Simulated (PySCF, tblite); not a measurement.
# C₂H₆F₂Si, a small molecule taken as a stand-in for a surface group (C site with back bonds [SiH3], C, F): NMR shifts, core binding energies and electronic excitations

What NMR shifts, core binding energies and electronic excitations should one expect for `CC(F)(F)[SiH3]`?

Programs: tblite 0.8.0 and PySCF 2.14.0. All values are calculated, for the isolated system unless a continuum is named. Atoms count from 0, parts from 1.

## 1. Starting point

11 atoms, charge 0, multiplicity 1; geometry: distance geometry start.

## 2. Geometry optimisation with GFN2-xTB

The job: settings as JSON, then the geometry in Å.

```
{"job": {"kind": "relax", "xc": "GFN2-xTB", "basis": "xTB"}, "charge": 0, "multiplicity": 1}
C     -0.213474     0.714615     0.163526
Si     1.406219    -0.157666    -0.180930
C     -1.288623    -0.356622     0.055100
F     -0.156555     1.277148     1.426754
F     -0.435990     1.714205    -0.787811
H      2.342265     0.618291    -0.972784
H      1.931888    -0.546790     1.159079
H      1.082064    -1.428809    -0.847939
H     -2.100793    -0.201095     0.790697
H     -1.718054    -0.242006    -0.976387
H     -0.844476    -1.348807     0.166171
```

With the program's defaults for keys left out, this is: GFN2-xTB geometry optimisation, gas phase.

Started as:

```
> OMP_NUM_THREADS=1 python cluster_run.py task.json out
```

The driver reads the jobs from task.json and runs them one after another.

Log:

```text
step      E/eV     max force
  0    -503.99364    2.125
  1    -504.10283    1.115
  2    -504.17520    0.552
  3    -504.20161    0.457
  4    -504.22164    0.345
  5    -504.23097    0.304
  6    -504.24300    0.272
  7    -504.25467    0.330
  8    -504.26861    0.384
  9    -504.28304    0.326
 10    -504.29789    0.331
 11    -504.30935    0.309
 12    -504.31607    0.166
 13    -504.31959    0.164
 14    -504.32216    0.151
 15    -504.32526    0.187
 16    -504.32849    0.193
 17    -504.33100    0.122
 18    -504.33283    0.111
 19    -504.33457    0.130
 20    -504.33645    0.175
 21    -504.33824    0.159
 22    -504.33955    0.105
 23    -504.34052    0.096
 24    -504.34158    0.099
 25    -504.34287    0.142
 26    -504.34426    0.125
 27    -504.34557    0.118
 28    -504.34694    0.111
 29    -504.34864    0.123
 30    -504.35072    0.166
 31    -504.35280    0.139
 32    -504.35453    0.115
 33    -504.35614    0.113
 34    -504.35825    0.133
 35    -504.36142    0.191
 36    -504.36526    0.180
 37    -504.36879    0.205
 38    -504.36880    0.355
 39    -504.37405    0.248
 40    -504.37712    0.135
 41    -504.38016    0.093
 42    -504.38282    0.113
 43    -504.38365    0.113
 44    -504.38505    0.092
 45    -504.38587    0.055
 46    -504.38634    0.058
 47    -504.38664    0.056
 48    -504.38697    0.046
 49    -504.38720    0.034
 50    -504.38731    0.025
 51    -504.38738    0.026
 52    -504.38742    0.023
 53    -504.38752    0.019
 54    -504.38762    0.020
 55    -504.38775    0.025
 56    -504.38785    0.029
 57    -504.38796    0.029
 58    -504.38812    0.031
 59    -504.38839    0.040
 60    -504.38877    0.049
 61    -504.38919    0.059
 62    -504.38966    0.066
 63    -504.39029    0.068
 64    -504.39141    0.070
 65    -504.39308    0.114
 66    -504.39472    0.112
 67    -504.38672    0.329
 68    -504.39673    0.086
 69    -504.39722    0.106
 70    -504.39794    0.073
 71    -504.39879    0.084
 72    -504.39997    0.087
 73    -504.40143    0.085
 74    -504.40228    0.072
 75    -504.40262    0.067
 76    -504.40279    0.038
 77    -504.40295    0.043
 78    -504.40316    0.042
 79    -504.40336    0.034
 80    -504.40360    0.025
 81    -504.40372    0.025
 82    -504.40377    0.021
 83    -504.40380    0.015
 84    -504.40384    0.014
 85    -504.40388    0.017
 86    -504.40391    0.018
 87    -504.40394    0.017
 88    -504.40397    0.012
 89    -504.40401    0.013
 90    -504.40403    0.010
 91    -504.40403    0.007
```

Wall time 1.1 s (1 thread of Arm Neoverse V1, shared host).

Along the way:

```csv
step,energy from step 0 (eV),largest force (eV/Å)
0,0.0000,2.1245
3,-0.2080,0.4580
6,-0.2494,0.2723
9,-0.2894,0.3257
12,-0.3224,0.1651
15,-0.3316,0.1865
18,-0.3392,0.1113
21,-0.3446,0.1590
24,-0.3479,0.0982
27,-0.3519,0.1178
30,-0.3571,0.1654
33,-0.3625,0.1126
36,-0.3716,0.1803
39,-0.3804,0.2485
42,-0.3892,0.1132
45,-0.3922,0.0554
48,-0.3933,0.0460
51,-0.3937,0.0261
54,-0.3940,0.0202
57,-0.3943,0.0293
60,-0.3951,0.0487
63,-0.3966,0.0681
66,-0.4011,0.1120
69,-0.4036,0.1060
72,-0.4063,0.0862
75,-0.4090,0.0671
78,-0.4095,0.0418
81,-0.4101,0.0249
84,-0.4102,0.0141
87,-0.4103,0.0172
90,-0.4104,0.0097
91,-0.4104,0.0070
```

Distances of close pairs at the start and the end, largest changes first:

| bond | before (Å) | after (Å) | change (Å) |
| --- | --- | --- | --- |
| C0–Si1 | 1.872 | 1.940 | +0.069 |
| C2–H9 | 1.123 | 1.086 | -0.037 |
| Si1–H6 | 1.491 | 1.461 | -0.030 |
| C0–F4 | 1.398 | 1.377 | -0.021 |
| C2–H8 | 1.107 | 1.089 | -0.018 |
| Si1–H7 | 1.472 | 1.461 | -0.011 |
| C0–F3 | 1.384 | 1.377 | -0.007 |
| C0–C2 | 1.522 | 1.515 | -0.007 |

## 3. Relaxing the molecule at PBE0-D3(BJ)/def2-SVP

The job: settings as JSON, then the geometry in Å.

```
{"job": {"xc": "PBE0", "basis": "def2-SVP", "d3": "d3bj", "grid": 2, "kind": "geom", "shake": 0.01}, "charge": 0, "multiplicity": 1}
C     -0.188473     0.563502     0.086947
Si     1.522439    -0.202166    -0.277436
C     -1.400387    -0.366263     0.196806
F     -0.090020     1.345928     1.227980
F     -0.488921     1.506180    -0.910772
H      2.471420     0.911902    -0.347277
H      1.801517    -1.103922     0.841765
H      1.402964    -0.901391    -1.549820
H     -2.297362     0.196276     0.426033
H     -1.495857    -0.918026    -0.713516
H     -1.204633    -1.060521     1.029590
```

Log:

```text
step   0  E = -568.27812873  max force = 0.032199
step   1  E = -568.28151615  max force = 0.010448
step   2  E = -568.28249753  max force = 0.003850
step   3  E = -568.28289224  max force = 0.001076
step   4  E = -568.28297134  max force = 0.000927
step   5  E = -568.28302405  max force = 0.000619
step   6  E = -568.28304840  max force = 0.000472
step   7  E = -568.28307055  max force = 0.000584
step   8  E = -568.28308102  max force = 0.000585
step   9  E = -568.28308470  max force = 0.000284
optimisation converged
```

Run time: 46 s. Hardware: 1 thread of Arm Neoverse V1, shared host; peak memory 0.55 GiB.

Step by step:

```
step  energy from step 0 (eV)  largest force component (eV/Å)
   0                   0.0000                          1.6557
   1                  -0.0922                          0.5373
   2                  -0.1189                          0.1980
   3                  -0.1296                          0.0553
   4                  -0.1318                          0.0477
   5                  -0.1332                          0.0318
   6                  -0.1339                          0.0243
   7                  -0.1345                          0.0300
   8                  -0.1348                          0.0301
   9                  -0.1349                          0.0146
```

Distances of close pairs at the start and the end, largest changes first:

```
  bond  before (Å)  after (Å)  change (Å)
Si1–H7       1.457      1.492      +0.036
 C0–F4       1.405      1.370      -0.035
 C2–H9       1.069      1.099      +0.030
Si1–H6       1.464      1.492      +0.028
 C0–C2       1.531      1.504      -0.027
Si1–H5       1.465      1.489      +0.023
C0–Si1       1.910      1.928      +0.019
 C2–H8       1.083      1.101      +0.017
```

The final coordinates are the input of the step that follows.

```csv
at the end point,value
point group (found at 0.08 Å tolerance),Cs
"rotational constants (GHz, main isotopes)","4.936, 2.885, 2.859"
dipole moment (D),1.92
```

## 4. NMR shieldings: PBE0/pcSseg-2

The job: settings as JSON, then the geometry in Å.

```
{"job": {"kind": "nmr", "xc": "PBE0", "basis": "pcSseg-2"}, "charge": 0, "multiplicity": 1}
C     -0.382781     0.505767     0.065604
Si     1.494335     0.236139    -0.284414
C     -1.228051    -0.726110     0.242433
F     -0.486545     1.277526     1.193638
F     -0.898959     1.250362    -0.962001
H      2.141790     1.569574    -0.421312
H      2.090135    -0.520663     0.855376
H      1.642601    -0.550169    -1.544020
H     -2.268863    -0.415858     0.420921
H     -1.191461    -1.351659    -0.660132
H     -0.876866    -1.312892     1.102378
```

With the program's defaults for keys left out, this is: GIAO PBE0/pcSseg-2 NMR shielding, non-relativistic, gas phase.

Log:

```text
coarse grid: 9688 points
cycle   1  E = -568.6334281165  dE =  3.033e-01  |g| = 6.814e-01  |ddm| = 2.162e+00
cycle   2  E = -568.5563985787  dE =  7.703e-02  |g| = 1.006e+00  |ddm| = 7.110e-01
cycle   3  E = -568.7080644102  dE = -1.517e-01  |g| = 7.068e-02  |ddm| = 4.351e-01
cycle   4  E = -568.7088694901  dE = -8.051e-04  |g| = 3.004e-02  |ddm| = 5.270e-02
cycle   5  E = -568.7090756486  dE = -2.062e-04  |g| = 4.268e-03  |ddm| = 2.069e-02
cycle   6  E = -568.7090790807  dE = -3.432e-06  |g| = 6.159e-04  |ddm| = 3.351e-03
final grid: 89784 points
cycle   7  E = -568.7135373130  dE = -8.153e-05  |g| = 6.400e-03  |ddm| = 3.253e-02
cycle   8  E = -568.7135308802  dE =  6.433e-06  |g| = 8.933e-03  |ddm| = 7.428e-03
cycle   9  E = -568.7135454764  dE = -1.460e-05  |g| = 7.590e-04  |ddm| = 4.160e-03
cycle  10  E = -568.7135455514  dE = -7.496e-08  |g| = 3.447e-04  |ddm| = 6.056e-04
cycle  11  E = -568.7135455733  dE = -2.190e-08  |g| = 3.439e-05  |ddm| = 2.007e-04
cycle  12  E = -568.7135455735  dE = -1.988e-10  |g| = 4.602e-06  |ddm| = 2.800e-05
converged SCF energy = -568.7135455735

GIAO shielding tensors (ppm)
atom      isotropic    diamagn.    paramagn.     s11        s22        s33       span
  0 C       52.069     238.757    -186.687     37.622     47.043     71.543     33.921
  1 Si     408.707     878.379    -469.673    382.679    398.584    444.857     62.178
  2 C      157.925     245.151     -87.226    140.847    147.960    184.968     44.121
  3 F      287.268     468.994    -181.726    171.541    312.552    377.712    206.171
  4 F      287.542     468.946    -181.404    173.293    312.461    376.873    203.579
  5 H       27.171      28.583      -1.412     24.319     25.512     31.682      7.363
  6 H       27.299      29.059      -1.761     24.458     25.770     31.667      7.209
  7 H       27.300      29.056      -1.756     24.457     25.758     31.685      7.228
  8 H       29.527      28.803       0.724     26.535     27.537     34.508      7.973
  9 H       29.783      30.230      -0.447     26.452     28.048     34.849      8.397
 10 H       29.788      30.207      -0.419     26.482     28.014     34.870      8.388
```

It took 27 s on 1 thread of Arm Neoverse V1, shared host; peak memory 0.96 GiB.

Shifts follow as δ = σ(reference) − σ, with reference shieldings (ppm) from runs at the same level and on the same kind of geometry: 1H TMS 31.25, 13C TMS 184.1, 29Si TMS 341.3, 19F CFCl3 175.8. The references are single molecules in the gas phase, so shifts against H2O, NH3, PH3, H3PO4 or CFCl3 are not on the usual liquid scales and can be off by tens of ppm. Atoms listed in one row are averaged.

```
  atoms                        environment  σ (ppm)  δ (ppm)
     C0        carbon bonded to C, 2 F, Si     52.1    132.1
     C2            carbon bonded to C, 3 H    157.9     26.2
     H5  hydrogen on a silicon bonded to C    27.17     4.07
 H6, H7  hydrogen on a silicon bonded to C    27.30     3.95
     H8   hydrogen on a carbon bonded to C    29.53     1.72
H9, H10   hydrogen on a carbon bonded to C    29.79     1.46
    Si1           silicon bonded to C, 3 H    408.7    -67.4
 F3, F4               fluorine bonded to C    287.4   -111.6
```

The run also stored atomic charges by several schemes (e):

| atoms | Mulliken | IAO | Hirshfeld | ESP fit |
| --- | --- | --- | --- | --- |
| C0 | 0.28 | 0.34 | 0.09 | 0.51 |
| Si1 | 0.55 | 0.58 | 0.30 | 0.18 |
| C2 | -0.07 | -0.46 | -0.14 | -0.62 |
| F3, F4 | -0.27 | -0.31 | -0.11 | -0.24 |

Mayer bond orders: C0–Si1 0.91, C0–C2 0.97, C0–F3 0.94, C0–F4 0.94.

## 5. X-ray photoelectron lines: SCAN, X2C

Same as in step 4 but for these lines:

```diff
@@ -1,2 +1,2 @@
-{"job": {"kind": "nmr", "xc": "PBE0", "basis": "pcSseg-2"}, "charge": 0, "multiplicity": 1}
+{"job": {"kind": "xps", "holes": 5}, "charge": 0, "multiplicity": 1}
 C     -0.382781     0.505767     0.065604
```

Method: delta-SCF UKS SCAN, pcX-2 on the ionised atom, pcseg-1 elsewhere, spin-free X2C.

Log:

```text
ground state, core basis on atom 0 (C), 135 functions
  cycle   1  E = -569.55191158  |g| = 6.09e-01
  cycle   2  E = -569.44943007  |g| = 9.99e-01
  cycle   3  E = -569.61475752  |g| = 1.13e-01
  cycle   4  E = -569.61727757  |g| = 3.49e-02
  cycle   5  E = -569.61758340  |g| = 4.52e-03
  cycle   6  E = -569.61758735  |g| = 1.07e-03
  cycle   7  E = -569.61758815  |g| = 3.80e-04
  E(ground) = -569.64450772 Eh
hole in C 1s of atom 0
  cycle   1  E = -558.21914045  |g| = 1.50e+00
  cycle   2  E = -554.74347005  |g| = 2.98e+00
  cycle   3  E = -558.66029137  |g| = 4.88e-01
  cycle   4  E = -558.71748056  |g| = 4.36e-01
  cycle   5  E = -558.77493558  |g| = 1.17e-01
  cycle   6  E = -558.77975207  |g| = 1.66e-02
  cycle   7  E = -558.77986818  |g| = 8.71e-03
  cycle   8  E = -558.77991067  |g| = 3.19e-03
  cycle   9  E = -558.77991413  |g| = 2.86e-03
  cycle  10  E = -558.77991844  |g| = 1.06e-03
  cycle  11  E = -558.77991879  |g| = 2.50e-04
  E(ion) = -558.80861033 Eh   <S^2> = 0.7730   hole on atom = 1.000   binding energy = 294.860 eV
ground state, core basis on atom 1 (Si), 146 functions
  cycle   1  E = -569.70053792  |g| = 2.86e-01
  cycle   2  E = -569.70059669  |g| = 3.53e-02
  cycle   3  E = -569.70053005  |g| = 3.23e-02
  cycle   4  E = -569.70069229  |g| = 1.08e-02
  cycle   5  E = -569.70071426  |g| = 1.60e-03
  cycle   6  E = -569.70071540  |g| = 1.81e-04
  E(ground) = -569.68681938 Eh
hole in Si 2p of atom 1
  cycle   1  E = -565.42214145  |g| = 1.23e+00
  cycle   2  E = -565.37578207  |g| = 1.03e+00
  cycle   3  E = -565.70782395  |g| = 2.82e-01
  cycle   4  E = -565.73648977  |g| = 1.23e-01
  cycle   5  E = -565.74050583  |g| = 3.78e-02
  cycle   6  E = -565.74114084  |g| = 1.21e-02
  cycle   7  E = -565.74121086  |g| = 2.96e-03
  cycle   8  E = -565.74121478  |g| = 6.97e-04
  cycle   9  E = -565.74121653  |g| = 2.96e-04
  E(ion) = -565.73944712 Eh   <S^2> = 0.7527   hole on atom = 1.002   binding energy = 107.413 eV
  2p3/2 = 107.200 eV   2p1/2 = 107.823 eV
ground state, core basis on atom 2 (C), 135 functions
  cycle   1  E = -569.60815239  |g| = 5.94e-02
  cycle   2  E = -569.60816997  |g| = 2.21e-02
  cycle   3  E = -569.60823829  |g| = 1.70e-02
  cycle   4  E = -569.60831095  |g| = 2.84e-03
  cycle   5  E = -569.60831212  |g| = 6.05e-04
  cycle   6  E = -569.60831137  |g| = 1.14e-04
  E(ground) = -569.63625961 Eh
hole in C 1s of atom 2
  cycle   1  E = -558.34798440  |g| = 1.50e+00
  cycle   2  E = -557.77002110  |g| = 1.76e+00
  cycle   3  E = -558.84622269  |g| = 3.90e-01
  cycle   4  E = -558.87610993  |g| = 2.78e-01
  cycle   5  E = -558.90043964  |g| = 3.94e-02
  cycle   6  E = -558.90088627  |g| = 1.12e-02
  cycle   7  E = -558.90094100  |g| = 5.96e-03
  cycle   8  E = -558.90096159  |g| = 1.34e-03
  cycle   9  E = -558.90096223  |g| = 6.71e-04
  cycle  10  E = -558.90096330  |g| = 1.87e-04
  E(ion) = -558.92882238 Eh   <S^2> = 0.7676   hole on atom = 1.000   binding energy = 291.364 eV
ground state, core basis on atom 3 (F), 135 functions
  cycle   1  E = -569.65299823  |g| = 1.17e-01
  cycle   2  E = -569.65272549  |g| = 5.68e-02
  cycle   3  E = -569.65260077  |g| = 6.49e-02
  cycle   4  E = -569.65315930  |g| = 5.56e-03
  cycle   5  E = -569.65316637  |g| = 9.74e-04
  cycle   6  E = -569.65316749  |g| = 3.00e-04
  E(ground) = -569.68237589 Eh
hole in F 1s of atom 3
  cycle   1  E = -543.29138520  |g| = 2.58e+00
  cycle   2  E = -543.05777715  |g| = 2.24e+00
  cycle   3  E = -544.08115129  |g| = 5.40e-01
  cycle   4  E = -544.10873848  |g| = 4.76e-01
  cycle   5  E = -544.18562969  |g| = 5.99e-02
  cycle   6  E = -544.18672076  |g| = 2.88e-02
  cycle   7  E = -544.18711291  |g| = 4.87e-03
  cycle   8  E = -544.18712262  |g| = 1.27e-03
  cycle   9  E = -544.18712454  |g| = 3.75e-04
  E(ion) = -544.22309105 Eh   <S^2> = 0.7574   hole on atom = 1.000   binding energy = 692.782 eV
```

Wall time 19 s (1 thread of Arm Neoverse V1, shared host); peak memory 0.49 GiB.

The holes in one table. −ε is the ground-state orbital energy:

```
       hole  stands for                  environment  ΔSCF (eV; 2p as the shell's mean)  −ε (eV)   ⟨S²⟩
  C1s on C0          C0  carbon bonded to C, 2 F, Si                             294.86    277.8  0.773
Si2p on Si1         Si1     silicon bonded to C, 3 H                             107.41     96.5  0.753
  C1s on C2          C2      carbon bonded to C, 3 H                             291.36    274.1  0.768
  F1s on F3      F3, F4         fluorine bonded to C                             692.78    666.9  0.757
```

Each hole run stands for the others of its class of like atoms.

With the spin-orbit splitting: Si1 2p3/2 107.20, 2p1/2 107.82 eV. The table gives each 2p level as the mean over the whole 2p shell (two parts 2p3/2, one part 2p1/2), which differs a little from the single hole in the log.

## 6. TDDFT and polarisability: CAM-B3LYP/def2-SVPD

Same as in step 5 but for these lines:

```diff
@@ -1,2 +1,2 @@
-{"job": {"kind": "xps", "holes": 5}, "charge": 0, "multiplicity": 1}
+{"job": {"kind": "uv", "xc": "CAM-B3LYP", "basis": "def2-SVPD", "nstates": 6, "ntriplets": 2, "ip": true}, "charge": 0, "multiplicity": 1}
 C     -0.382781     0.505767     0.065604
```

Level: TDDFT CAM-B3LYP/def2-SVPD, vertical, gas phase, core orbitals frozen in the response.

Log:

```text
coarse grid: 9688 points
cycle   1  E = -568.4616196326  dE =  3.229e-01  |g| = 6.676e-01  |ddm| = 3.596e+00
cycle   2  E = -568.4303723014  dE =  3.125e-02  |g| = 8.514e-01  |ddm| = 1.203e+00
cycle   3  E = -568.5460764372  dE = -1.157e-01  |g| = 4.960e-02  |ddm| = 6.140e-01
cycle   4  E = -568.5465108789  dE = -4.344e-04  |g| = 2.221e-02  |ddm| = 9.585e-02
cycle   5  E = -568.5466246240  dE = -1.137e-04  |g| = 4.367e-03  |ddm| = 3.574e-02
cycle   6  E = -568.5466297351  dE = -5.111e-06  |g| = 4.198e-04  |ddm| = 8.673e-03
final grid: 89784 points
cycle   7  E = -568.6240501452  dE = -1.911e-05  |g| = 4.547e-03  |ddm| = 3.550e-02
cycle   8  E = -568.6240485525  dE =  1.593e-06  |g| = 5.664e-03  |ddm| = 7.951e-03
cycle   9  E = -568.6240536260  dE = -5.074e-06  |g| = 2.183e-04  |ddm| = 3.724e-03
cycle  10  E = -568.6240536349  dE = -8.877e-09  |g| = 1.228e-04  |ddm| = 4.109e-04
cycle  11  E = -568.6240536385  dE = -3.633e-09  |g| = 1.296e-05  |ddm| = 1.911e-04
cycle  12  E = -568.6240536386  dE = -7.140e-11  |g| = 2.965e-06  |ddm| = 3.341e-05
converged SCF energy = -568.6240536386

Static polarisability (au): isotropic 55.372, principal 52.016 53.045 61.057

Singlet excitations
state   eV       nm        f      main configurations
  1   8.0867    153.3   0.01382   H->L 0.82, H->L+1 0.10
  2   8.4132    147.4   0.00429   H->L+3 0.85
  3   8.4443    146.8   0.04001   H->L+2 0.67, H->L 0.10
  4   8.8421    140.2   0.29469   H->L+1 0.76
  5   9.0479    137.0   0.01122   H-1->L 0.46, H-1->L+1 0.38
  6   9.0746    136.6   0.01079   H-2->L+1 0.47, H-2->L 0.35

Triplet excitations (Tamm-Dancoff, eV): 7.5100 7.8021
Vertical ionisation energy (delta-SCF) = 11.0113 eV
```

It took 27 s on 1 thread of Arm Neoverse V1, shared host; peak memory 0.81 GiB.

Frontier orbitals and where they lie:

| orbital | eV | atoms |
| --- | --- | --- |
| HOMO−3 | -12.52 | C2 27 %, F4 20 %, F3 20 % |
| HOMO−2 | -11.52 | Si1 41 %, H5 32 %, H6 11 % |
| HOMO−1 | -11.51 | Si1 41 %, H7 26 %, H6 22 % |
| HOMO | -10.10 | C0 27 %, Si1 20 %, F3 17 % |
| LUMO | 1.05 | Si1 35 %, C2 14 %, H6 8 % |
| LUMO+1 | 1.33 | Si1 50 %, H5 13 %, H7 12 % |
| LUMO+2 | 1.76 | Si1 36 %, H6 10 %, H7 10 % |

With each of the 6 states as a Gaussian band of 0.4 eV half-width at 1/e, the curve within the window shown has maxima at 140 nm (ε 13,000) L/(mol cm). Beyond the last state computed it falls off for lack of states. The curve at chosen wavelengths:

```tsv
nm	ε (L/mol/cm)
132	2518
133	3773
135	7075
136	8892
137	10589
139	12899
140	13269
141	13076
143	11323
144	10029
145	8647
147	6047
148	4955
149	4031
150	3268
152	2146
153	1740
154	1409
156	915
157	730
158	577
160	347
161	263
162	196
164	104
165	74
```

Further results of this job:

```csv
property,computed
dipole moment (D),2.19
polarisability (Å³),8.21
HOMO–LUMO gap (eV),11.14
−ε(HOMO) (eV),10.10
```

## 7. Summary of results

| quantity | value |
| --- | --- |
| point group | Cs |
| rotational constants (main isotopes) | 4.94, 2.89, 2.86 GHz |
| 13C shifts against TMS (PBE0/pcSseg-2) | 132.1, 26.2 ppm |
| 1H shifts against TMS (PBE0/pcSseg-2, means over atoms taken as alike) | 4.07, 3.95, 1.72, 1.46 ppm |
| 29Si shifts against TMS (PBE0/pcSseg-2) | -67.4 ppm |
| 19F shifts against CFCl3 (PBE0/pcSseg-2, means over atoms taken as alike) | -111.6 ppm |
| C1s binding energies, SCAN/pcX-2 | C0 294.86, C2 291.36 eV |
| Si2p binding energies, SCAN/pcX-2 | Si1 107.41 eV |
| F1s binding energies, SCAN/pcX-2 | F3 692.78 eV |
| lowest singlet (CAM-B3LYP/def2-SVPD) | 8.09 eV (153 nm), f = 0.014 |
| brightest single state of those computed | state 4, 8.84 eV, f = 0.295 |
| lowest triplet | 7.51 eV |
| vertical ionisation energy (ΔSCF) | 11.01 eV |

In words: The start of the PBE0/def2-SVP relaxation was shaken at random by about 0.01 Å, so part of the energy gained, and of the first lengths quoted, undoes that. The optimisation took 9 steps and gained 0.135 eV; among the close pairs (by a distance rule), Si1–H7 changed most, from 1.457 to 1.492 Å (PBE0/def2-SVP). Hydrogens of an XH3 group are listed apart at this fixed geometry; free rotation makes them one line at their mean. At PBE0/pcSseg-2: The largest span, 205 ppm, is at F3, F4, where the paramagnetic term is -182 ppm. At SCAN/pcX-2: C0 (carbon bonded to C, 2 F, Si) binds its C1s electron 3.50 eV more tightly than C2 (carbon bonded to C, 3 H). The lowest singlet, at 8.09 eV, is HOMO→LUMO 0.82, HOMO→LUMO+1 0.10 and is weak; of the 6 states computed, the strongest absorption comes from state 4 at 8.84 eV. The lowest triplet lies 0.58 eV below the lowest singlet (triplets in Tamm-Dancoff, singlets in full TDDFT). The orbital energy would give 10.10 eV for ionisation, ΔSCF gives 11.01 eV. A capped cluster stands for the solid here, so long-range fields and strain are missing, and bands or shifts of the capping hydrogens have no counterpart in it.
